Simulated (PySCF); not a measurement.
**C5H5Cl3Si: electronic excitations**

Aim: predict the electronic excitations of C5H5Cl3Si (`ClC(Cl)(Cl)C1=C[SiH2]C=C1`).

Programs: PySCF 2.14.0, with density-fitted response routines of our own. Each step states its level of theory. These are calculated values for one molecule in the gas phase, unless marked as measured. Atoms are numbered from 0 throughout.

### Step 1. Starting geometry

14 atoms, charge 0, multiplicity 1; geometry from: GFN2-xTB.

Bonds of the start (Å): Cl0–C1 1.79, C1–Cl2 1.79, C1–Cl3 1.77, C1–C4 1.49, C4–C5 1.34, C5–Si6 1.89, Si6–C7 1.89, C7–C8 1.34, C8–C4 1.47, C5–H9 1.08, Si6–H10 1.46, Si6–H11 1.46, C7–H12 1.08, C8–H13 1.08.

### Step 2. TDDFT and polarisability: PBE0/def2-SVPD

The job: settings as JSON, then the geometry in Å.

```
{"job": {"kind": "uv", "xc": "PBE0", "basis": "def2-SVPD", "nstates": 8, "ntriplets": 3}, "charge": 0, "multiplicity": 1}
Cl     2.667530     0.417474     1.558141
C      2.052561    -0.107768    -0.039703
Cl     2.516553    -1.821293    -0.274027
Cl     2.873961     0.851501    -1.279531
C      0.567716     0.018749    -0.071625
C     -0.142693     0.765441    -0.925703
Si    -1.983861     0.573235    -0.538642
C     -1.526808    -0.603311     0.863580
C     -0.199020    -0.740340     0.920306
H      0.318021     1.361474    -1.692669
H     -2.582901     1.827054    -0.088357
H     -2.709290    -0.066512    -1.633218
H     -2.179672    -1.117919     1.547473
H      0.327225    -1.358258     1.631810
```

Level: TDDFT PBE0/def2-SVPD, vertical, gas phase, core orbitals frozen in the response.

On the command line:

```bash
$ OMP_NUM_THREADS=1 python probes_run.py task.json out
```

One launch serves the whole session: the jobs run in the order shown.

Output:

```text
coarse grid: 15032 points
cycle   1  E = -1861.8354623468  dE =  1.306e+00  |g| = 6.422e-01  |ddm| = 8.862e+00
cycle   2  E = -1861.5986611683  dE =  2.368e-01  |g| = 1.218e+00  |ddm| = 4.801e+00
cycle   3  E = -1861.9368544365  dE = -3.382e-01  |g| = 1.310e-01  |ddm| = 3.297e+00
cycle   4  E = -1861.9406349418  dE = -3.781e-03  |g| = 6.785e-02  |ddm| = 6.055e-01
cycle   5  E = -1861.9417888103  dE = -1.154e-03  |g| = 2.028e-02  |ddm| = 2.069e-01
cycle   6  E = -1861.9418886419  dE = -9.983e-05  |g| = 4.082e-03  |ddm| = 6.521e-02
cycle   7  E = -1861.9418932500  dE = -4.608e-06  |g| = 8.329e-04  |ddm| = 1.184e-02
final grid: 130064 points
cycle   8  E = -1862.1427699883  dE = -2.618e-05  |g| = 6.197e-03  |ddm| = 1.686e-01
cycle   9  E = -1862.1427600006  dE =  9.988e-06  |g| = 8.610e-03  |ddm| = 3.774e-02
cycle  10  E = -1862.1427802927  dE = -2.029e-05  |g| = 1.730e-03  |ddm| = 2.589e-02
cycle  11  E = -1862.1427809840  dE = -6.913e-07  |g| = 3.988e-04  |ddm| = 4.675e-03
cycle  12  E = -1862.1427810244  dE = -4.049e-08  |g| = 8.756e-05  |ddm| = 1.165e-03
cycle  13  E = -1862.1427810261  dE = -1.682e-09  |g| = 4.293e-05  |ddm| = 3.360e-04
cycle  14  E = -1862.1427810266  dE = -4.675e-10  |g| = 7.986e-06  |ddm| = 1.496e-04
converged SCF energy = -1862.1427810266

Static polarisability (au): isotropic 123.849, principal 101.098 118.846 151.601

Singlet excitations
state   eV       nm        f      main configurations
  1   4.3964    282.0   0.03693   H->L 0.98
  2   5.3866    230.2   0.00042   H->L+1 0.98
  3   5.5749    222.4   0.00021   H-3->L 0.45, H-4->L 0.45
  4   5.6761    218.4   0.00179   H-1->L 0.93
  5   5.7608    215.2   0.00270   H-2->L 0.49, H->L+2 0.45
  6   5.8232    212.9   0.00102   H-4->L 0.52, H-3->L 0.42
  7   6.0402    205.3   0.00001   H->L+3 0.95
  8   6.0650    204.4   0.17663   H-2->L 0.41, H->L+2 0.37, H-6->L 0.14

Triplet excitations (Tamm-Dancoff, eV): 2.7068 4.4308 5.1236
```

Wall time 2.3 min (1 thread of Arm Neoverse V1, shared host); peak memory 0.96 GiB.

The orbitals next to the gap, with their largest atomic shares:

```csv
orbital,eV,atoms
HOMO−3,-9.02,"Cl3 28 %, Cl2 21 %, Cl0 21 %"
HOMO−2,-8.94,"Cl0 32 %, Cl2 32 %, C8 8 %"
HOMO−1,-8.77,"Cl3 35 %, Cl0 31 %, Cl2 31 %"
HOMO,-7.29,"C7 26 %, C5 24 %, C8 18 %"
LUMO,-2.04,"C5 22 %, C4 18 %, C7 13 %"
LUMO+1,-0.87,"Cl0 27 %, Cl2 27 %, C1 24 %"
LUMO+2,-0.39,"C1 22 %, Cl2 16 %, Cl0 16 %"
```

With each of the 8 states as a Gaussian band of 0.4 eV half-width at 1/e, the curve within the window shown has maxima at 282 nm (ε 1,500), 205 nm (ε 7,300) L/(mol cm). Beyond the last state computed it falls off for lack of states. The curve at chosen wavelengths:

(nm, ε (L/mol/cm)): (195, 4097), (200, 6381), (205, 7273), (211, 6004), (216, 4014), (221, 2242), (226, 1087), (232, 404), (237, 181), (242, 118), (247, 154), (253, 307), (258, 519), (263, 785), (268, 1064), (274, 1341), (279, 1471), (284, 1488), (289, 1399), (295, 1192), (300, 978), (305, 762), (310, 566), (316, 375), (321, 256), (326, 169)

Leading natural transition orbitals of singlet state 8: the hole lies on Cl0, Cl2 about 36 % each; Cl3 15 %; the particle on C5 22 %; C1, C4 about 16 % each; Cl0, Cl2 about 13 % each.

Leading natural transition orbitals of singlet state 1: the hole lies on C7 31 %; C5 24 %; C8 18 %; the particle on C5 22 %; C4 16 %; C7 12 %.

Ground-state properties from the same run:

```
           property  computed
  dipole moment (D)      2.15
polarisability (Å³)     18.35
 HOMO–LUMO gap (eV)      5.25
      −ε(HOMO) (eV)      7.29
```

Orbitals, density, ELF and potential are computed afterwards from the orbital file.

Frontier orbitals at PBE0/def2-SVPD, with the share of their density that lies nearest to each atom:

```
orbital  energy (eV)                                         lies on
   HOMO        -7.29  C5, C7 about 27 % each; C4, C8 about 15 % each
   LUMO        -2.04        C5 24 %; C4, C7 about 15 % each; C8 10 %
```

ELF in a plane through or near 10 of the atoms.

Ten even steps from '0' (0.00) to '9' (1.00):
```
0000000000000000000000000000
0000000000000000000000000000
0000000000000000000000000000
0000012332001652000000000000
0002456786208998100000000000
0015785288419998210000000000
0037874747307987763122100000
0026884174105343982034210000
0001234876657856916703310000
0000002444964463415802210000
0000002535764861388652000000
0000001342238746658861000000
0000000000037368563741000000
0000000000199856679983000000
0000000000499971299997200000
0000000000399940089995000000
0000000000024200014520000000
0000000000000000000000000000
0000000000000000000000000000
0000000000000000000000000000
```
The map spans 10.7 Å across and 9.6 Å up, centred on the molecule. Atoms in the plane (x, y in Å): C1 (-2.0, 0.2), Cl3 (-2.7, 1.8), C4 (-0.6, 0.1), C5 (0.3, 1.2), Si6 (2.1, 0.6), C7 (1.4, -1.2), C8 (0.1, -1.2), H9 (-0.1, 2.2), H12 (2.0, -2.1), H13 (-0.5, -2.1).

On the surface of density 0.002 e/bohr³ the electrostatic potential runs, from the 1st to the 99th percentile, from -0.48 V near Cl2 to 1.27 V near H11.

### Step 3. What came out

| quantity | value |
| --- | --- |
| lowest singlet (PBE0/def2-SVPD) | 4.40 eV (282 nm), f = 0.037 |
| brightest single state of those computed | state 8, 6.07 eV, f = 0.177 |
| lowest triplet | 2.71 eV |
| surface potential, 1st and 99th percentile | -0.48 V and 1.27 V |

**Reading.** The first singlet state (HOMO→LUMO 0.98) lies at 4.40 eV and is weak; of the 8 states computed, the strongest absorption comes from state 8 at 6.07 eV (the last computed, so partners may be missing). The lowest triplet lies 1.69 eV below the lowest singlet (triplets in Tamm-Dancoff, singlets in full TDDFT). By nearest atom (PBE0/def2-SVPD), the HOMO sits on C5, C7 about 27 % each; C4, C8 about 15 % each and the LUMO on C5 24 %; C4, C7 about 15 % each.
